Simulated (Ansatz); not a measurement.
# C2H5OSi: the cost of one run

Program: Ansatz 0.2.0. Level of theory: RKS BLYP-D4/def2-SVP. These are calculated values, not measurements.

## 1. Starting point

Bond lengths: C1–C2 1.322 Å, C2–Si3 1.755 Å, Si3–O4 1.927 Å, C1–H5 1.082 Å, C1–H6 1.082 Å, Si3–H7 1.449 Å, O4–H8 0.970 Å, O4–H9 0.970 Å. Angles: C1–C2–Si3 144.2°, C2–C1–H5 126.1°, C2–C1–H6 118.7°, H5–C1–H6 115.1°, C2–Si3–O4 98.6°, C2–Si3–H7 162.4°, O4–Si3–H7 92.1°, Si3–O4–H8 127.4°, Si3–O4–H9 117.2°, H8–O4–H9 111.5°.

As a file:

```xyz
9

C    -0.6075    1.7317   -1.0829
C    -0.4630    0.4970   -0.6342
Si    0.6885   -0.8060   -0.3988
O     0.1689   -1.3309    1.3806
H     0.1897    2.3990   -1.3837
H    -1.6028    2.1541   -1.1328
H     1.4613   -2.0168   -0.5865
H     0.7043   -1.8073    2.0340
H    -0.5394   -0.8208    1.8041
```

## 2. Relaxing end A

File input.yaml:

```yaml
crystal:
  periodic: [false, false, false]
  atoms:
    - { symbol: C, position_ang: [-0.60754, 1.73169, -1.08289] }
    - { symbol: C, position_ang: [-0.46297, 0.49696, -0.63416] }
    - { symbol: Si, position_ang: [0.68854, -0.80597, -0.39878] }
    - { symbol: O, position_ang: [0.16889, -1.33089, 1.38064] }
    - { symbol: H, position_ang: [0.18965, 2.399, -1.38365] }
    - { symbol: H, position_ang: [-1.60281, 2.15406, -1.13278] }
    - { symbol: H, position_ang: [1.46134, -2.01681, -0.58649] }
    - { symbol: H, position_ang: [0.70428, -1.80728, 2.03402] }
    - { symbol: H, position_ang: [-0.53939, -0.82076, 1.80409] }
total_charge: 1
basis:
  gaussian: { orbitals: def2-SVP }
hamiltonian:
  xc: blyp
  dispersion: d4
relax:
  f_tol: 0.015
  max_steps: 40
```

The run is started by

```bash
$ ansatz run input.yaml --threads 1 --pin off --max-ram 2048MiB --backend cpu --events-out ev --progress --plain --runs-dir out
```

**Question.** How long does this run take on 1 thread of AMD EPYC 9R45 (Zen 5), shared host, and how much memory does it need?

About 34 s, with a peak of 0.14 GiB.
